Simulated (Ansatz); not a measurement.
This script makes a check of PAW against all-electron LAPW of HfBe2, space group P6/mmm with Ansatz 0.2.0 through its Python package.

Script `hfbe2.py`:
```python
"""PAW against all-electron LAPW for HfBe2."""

import ansatz as az
from ase import Atoms
import numpy as np


def count_gap(report):
    # lowest empty less highest filled band, counting bands; zero where they overlap
    return max(report.get("gap_by_band_count_ev") or 0.0, 0.0)

atoms = Atoms(
    ["Hf", "Be", "Be"],
    scaled_positions=[
        [0.0, 0.0, 0.0],
        [1 / 3, 2 / 3, 0.5],
        [2 / 3, 1 / 3, 0.5],
    ],
    cell=[
        [3.779501, 0.0, 0.0],
        [-1.889751, 3.273144, 0.0],
        [0.0, 0.0, 3.169958],
    ],
    pbc=True,
)
structure = az.Crystal.from_ase(atoms)

job = (
    structure.calculation()
    .functional("LDA")
    .kpoints(7)  # sampling of the Brillouin zone
    .occupations("Fermi-Dirac", width=0.1)  # smearing steadies the SCF of a metal
    .stress()  # GPa
    .forces()
    .band_table()
)
variants = {
    "PAW": job.pseudopotentials("paw"),
    "LAPW": job.pseudopotentials("all_electron", lapw=True),
}
# totals differ by the cores that each treatment holds, so compare what does not depend on them
rows = []
for label, variant in variants.items():
    rep = variant.run().report
    levels = np.array(rep["eigenvalues_ev"][0]) - rep["fermi_energy_ev"]
    print(label, "levels at the first k-point near E_F:", np.round(levels[np.abs(levels) < 5], 3))
    rows.append((label, rep["n_electrons"], np.trace(rep["stress_gpa"]) / 3, float(np.abs(rep["forces_ev_ang"]).max()), count_gap(rep)))
print("     treatment  electrons in bands           P GPa  max force component eV/A  gap by band count eV")
for row in rows:
    print(f"{str(row[0]):>14s}  {row[1]:18.1f}  {row[2]:14.3f}  {row[3]:24.4f}  {row[4]:20.3f}")
```

How well do the two treatments of the cores agree on the pressure?

PAW gives -6.069 GPa and LAPW -6.070 GPa, 0.001 GPa apart. They took 1.5 and 9.6 s of processor time.

The run itself:

```console
$ python hfbe2.py
DeckWarning: basis.ecutwfc = 420 eV, auto-derived from the records' recommended cutoffs: set by Hf (normal level)
PAW levels at the first k-point near E_F: [-1.031 -1.031 -0.423  3.835  4.502  4.502]
LAPW levels at the first k-point near E_F: [-1.032 -1.032 -0.423  3.836  4.504  4.504]
     treatment  electrons in bands           P GPa  max force component eV/A  gap by band count eV
           PAW                30.0          -6.069                    0.0000                 0.000
          LAPW                44.0          -6.070                    0.0000                 0.000
```
(Warnings from the package without file and line.)

Reading the output:
- The computed bands are complete only to about 3.4 eV above the Fermi level.
- The mesh is modest for a metal, so energies can be off by several to tens of meV an atom and pressures by half a GPa or more; differences at equal mesh fare better.
- A gap by band count of zero or less means overlapping bands, a metal.
- At these settings the cell as given stands under about -6 GPa, so it isn't at this functional's equilibrium volume.
- This cell is a computed structure, which may not be the phase found in nature.
- Levels are Kohn-Sham eigenvalues on this mesh, without spin-orbit coupling.
- Pressure is positive in compression; the treatments may keep other shells as core, so totals and counts of electrons can differ.
- Hardware and time: 12 s on 1 thread of Arm Neoverse V1, on a shared host, peak memory 0.47 GiB.

(A comment or docstring line of the script was reworded after the run, the code is as it ran; lines on the test bed's own set-up are left out of the output.)
